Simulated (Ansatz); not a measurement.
# Pt: the cost of one run

Computed with Ansatz 0.2.0 (DFT PBEsol, scalar-relativistic, plane waves, PAW, unless a step's input says otherwise).

## 1. The structure to begin with

Symmetry: Pm-3n, No. 223, cubic system. The conventional cell has a = 5.043 Å, b = 5.043 Å, c = 5.043 Å, α = 90.00°, β = 90.00°, γ = 90.00°. Around Pt (site symmetry m-3) lie 12 Pt at 2.82 Å. Pt (site symmetry -4m2) is surrounded by 6 Pt at 2.52 to 2.82 Å.

Structure file:

```cif
data_structure
_symmetry_space_group_name_H-M 'P 1'
_symmetry_Int_Tables_number 1
_cell_length_a 5.0426
_cell_length_b 5.0426
_cell_length_c 5.0426
_cell_angle_alpha 90.000
_cell_angle_beta 90.000
_cell_angle_gamma 90.000
_cell_volume 128.22
loop_
_atom_site_label
_atom_site_type_symbol
_atom_site_fract_x
_atom_site_fract_y
_atom_site_fract_z
_atom_site_occupancy
Pt1 Pt 0.50000 0.50000 0.50000 1
Pt2 Pt 0.00000 0.00000 0.00000 1
Pt3 Pt 0.25000 0.00000 0.50000 1
Pt4 Pt 0.50000 0.25000 0.00000 1
Pt5 Pt 0.50000 0.75000 0.00000 1
Pt6 Pt 0.75000 0.00000 0.50000 1
Pt7 Pt 0.00000 0.50000 0.75000 1
Pt8 Pt 0.00000 0.50000 0.25000 1
```

This is candidate A: beta-tungsten (A15) type (Pm-3n, No. 223).

(A quick probe on a coarse mesh, which set the mesh and smearing, is not shown.)

## 3. Rough relaxation on the coarse mesh (candidate A)

Contents of input.yaml:

```yaml
crystal:
  lattice:
    - [5.0426246766, 0.0, 0.0]
    - [0.0, 5.0426246766, 0.0]
    - [0.0, 0.0, 5.0426246766]
  atoms:
    - { symbol: Pt, position: [0.5, 0.5, 0.5] }
    - { symbol: Pt, position: [0.0, 0.0, 0.0] }
    - { symbol: Pt, position: [0.25, 0.0, 0.5] }
    - { symbol: Pt, position: [0.5, 0.25, 0.0] }
    - { symbol: Pt, position: [0.5, 0.75, 0.0] }
    - { symbol: Pt, position: [0.75, 0.0, 0.5] }
    - { symbol: Pt, position: [0.0, 0.5, 0.75] }
    - { symbol: Pt, position: [0.0, 0.5, 0.25] }
basis:
  ecutwfc: 420
kpoints:
  mp_grid: { grid: [4, 4, 4] }
hamiltonian:
  xc: pbesol
scf:
  occupations: { method: gaussian, width: 0.1 }
  lower_state_search: "off"
output:
  forces: true
  stress: true
  eigenvalues: true
relax:
  adjacent_minimum: "off"
  f_tol: 0.04
  max_steps: 70
  cell: { stress_tol: 0.4 }
```

**Question.** How long does this run take on 1 thread of an x86-64 CPU, shared host, and how much memory does it need?

About 25 s, with a peak of 0.48 GiB.
